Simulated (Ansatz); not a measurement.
# KVF3: the cost of one run

Program: Ansatz 0.2.0. Level of theory: DFT PBEsol+U (U = 8 eV, J = 0.9 eV on V d), plane waves, PAW. These are calculated values, not measurements.

## Step 1: The system as given

It takes space group Pm-3m (No. 221, cubic). Conventional cell: a = 4.131 Å, b = 4.131 Å, c = 4.131 Å, α = 90.00°, β = 90.00°, γ = 90.00°. K (site symmetry m-3m) has 12 F at 2.92 Å as nearest neighbours. V (site symmetry m-3m) is surrounded by 6 F at 2.07 Å. F (site symmetry 4/mmm) has 2 V at 2.07 Å and 4 K at 2.92 Å as nearest neighbours.

As a file:

```
K V F
1.0
     4.13100    0.00000    0.00000
     0.00000    4.13100    0.00000
     0.00000    0.00000    4.13100
K V F
1 1 3
Direct
  0.00000 0.00000 0.00000
  0.50000 0.50000 0.50000
  0.50000 0.50000 0.00000
  0.00000 0.50000 0.50000
  0.50000 0.00000 0.50000
```

## Step 2: Ferromagnetic start, free, symmetry kept, no search

File input.yaml:

```yaml
crystal:
  lattice:
    - [4.13100039, 0.0, 0.0]
    - [0.0, 4.13100039, 0.0]
    - [0.0, 0.0, 4.13100039]
  atoms:
    - { symbol: K, position: [0.0, 0.0, 0.0] }
    - { symbol: V, position: [0.5, 0.5, 0.5], spin: 3.0 }
    - { symbol: F, position: [0.5, 0.5, 0.0] }
    - { symbol: F, position: [0.0, 0.5, 0.5] }
    - { symbol: F, position: [0.5, 0.0, 0.5] }
basis:
  ecutwfc: 420
  ecutrho_ratio: 4
kpoints:
  mp_grid: { grid: [5, 5, 5] }
hamiltonian:
  xc: pbesol
  hubbard: { sites: [{ site: 1, l: d, u: 8.0, j: 0.9 }] }
scf:
  occupations: { method: gaussian, width: 0.05 }
  lower_state_search: "off"
  max_iter: 150
output:
  forces: true
  stress: true
  eigenvalues: true
  populations: true
  hubbard: { sites: [{ site: 1, l: d }] }
magnetization:
  spin_polarized: true
```

Started as:

```
$ ansatz run input.yaml --threads 4 --pin off --max-ram 6144MiB --backend cpu --events-out ev --progress --plain --runs-dir out
```

Q: Estimate wall time and peak memory on 4 threads of Arm Neoverse V1, shared host.

About 1.8 s, with a peak of 0.39 GiB.
